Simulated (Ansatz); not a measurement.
Geometry optimisation, DFT PBEsol, scalar-relativistic, plane waves, PAW in Ansatz 0.2.0.

The input (input.yaml):

```yaml
accuracy: low
crystal:
  lattice:
    - [9.393464, 0.0, 0.0]
    - [0.0, 8.541608, 0.0]
    - [-2.029298, 0.0, 8.769303]
  atoms:
    - { symbol: Ca, position: [0.2046438, 0.125, 0.2877825] }
    - { symbol: Ca, position: [0.2953562, 0.375, 0.7122175] }
    - { symbol: Sb, position: [0.4001958, 0.125, 0.0194731] }
    - { symbol: Sb, position: [0.0998042, 0.375, 0.9805269] }
    - { symbol: Sb, position: [0.0249948, 0.125, 0.6169717] }
    - { symbol: Sb, position: [0.4750052, 0.375, 0.3830283] }
    - { symbol: Ca, position: [0.2046438, 0.625, 0.2877825] }
    - { symbol: Ca, position: [0.2953562, 0.875, 0.7122175] }
    - { symbol: Sb, position: [0.4001958, 0.625, 0.0194731] }
    - { symbol: Sb, position: [0.0998042, 0.875, 0.9805269] }
    - { symbol: Sb, position: [0.0249948, 0.625, 0.6169717] }
    - { symbol: Sb, position: [0.4750052, 0.875, 0.3830283] }
    - { symbol: Ca, position: [0.7046438, 0.125, 0.2877825] }
    - { symbol: Ca, position: [0.7953562, 0.375, 0.7122175] }
    - { symbol: Sb, position: [0.9001958, 0.125, 0.0194731] }
    - { symbol: Sb, position: [0.5998042, 0.375, 0.9805269] }
    - { symbol: Sb, position: [0.5249948, 0.125, 0.6169717] }
    - { symbol: Sb, position: [0.9750052, 0.375, 0.3830283] }
    - { symbol: Ca, position: [0.7046438, 0.625, 0.2877825] }
    - { symbol: Ca, position: [0.7953562, 0.875, 0.7122175] }
    - { symbol: Sb, position: [0.9001958, 0.625, 0.0194731] }
    - { symbol: Sb, position: [0.5998042, 0.875, 0.9805269] }
    - { symbol: Sb, position: [0.5249948, 0.625, 0.6169717] }
    - { symbol: Sb, position: [0.9750052, 0.875, 0.3830283] }
    - { symbol: Ca, position: [0.7277796, 0.8798827, 0.4029069] }
basis:
  ecutwfc: 420.0
kpoints:
  mp_grid: { grid: [2, 2, 2] }
hamiltonian:
  xc: pbesol
scf:
  occupations: { method: fermi_dirac, width: 0.05 }
  lower_state_search: "off"
relax:
  f_tol: 0.08
  max_steps: 25
  adjacent_minimum: "off"
```

Command:

```bash
$ ansatz run input.yaml --threads 4 --pin off --max-ram 10240MiB --backend cpu --events-out ev --progress --plain --runs-dir out
```

Q: Where does it end, and by what steps?

A: It converged. The threshold is loose, so the end isn't yet a minimum. Limits of this set-up: coarse k mesh, a small cell, in which the defect meets its images, low accuracy level. After 10 steps the energy has fallen by 6.883 eV; Ca20 moved furthest, 1.13 Å. Joined: Sb15–Sb24 (3.84 → 3.22 Å), Sb21–Sb24 (3.84 → 3.22 Å).

```tsv
step	energy less start (eV)	largest force component (eV/Å)	accepted
0	0.0000	6.873	yes
1	-2.7140	2.976	yes
2	-4.9285	1.445	yes
3	-5.8115	0.815	yes
4	-6.3200	0.534	yes
5	-6.5097	0.236	yes
6	-6.6650	0.163	yes
7	-6.7897	0.202	yes
8	-6.8421	0.200	yes
9	-6.8770	0.124	yes
10	-6.8830	0.066	yes
```

```xyz
25
Lattice="9.3935 0.0000 0.0000 0.0000 8.5416 0.0000 -2.0293 0.0000 8.7693" Properties=species:S:1:pos:R:3
Ca 1.341 1.192 2.510
Ca 1.303 3.205 6.115
Sb 3.488 1.102 -0.057
Sb -0.904 3.204 8.634
Sb -0.954 0.954 5.020
Sb 3.586 3.204 3.741
Ca 1.340 5.217 2.510
Ca 1.251 7.474 6.158
Sb 3.488 5.307 -0.057
Sb -0.468 7.475 8.889
Sb -0.956 5.456 5.019
Sb 3.407 7.475 3.419
Ca 5.670 1.285 2.199
Ca 6.282 3.205 6.089
Sb 8.257 1.271 0.318
Sb 3.976 3.206 8.406
Sb 3.825 0.890 5.702
Sb 8.215 3.205 3.070
Ca 5.669 5.127 2.200
Ca 6.430 7.475 7.300
Sb 8.256 5.137 0.318
Sb 3.591 7.476 8.519
Sb 3.827 5.518 5.700
Sb 8.331 7.476 2.529
Ca 6.137 7.478 4.517
```

Time of the run: 75 s on 4 threads of Intel(R) Xeon(R) 6975P-C (Granite Rapids), with other jobs on the host, peak memory 3.1 GiB.
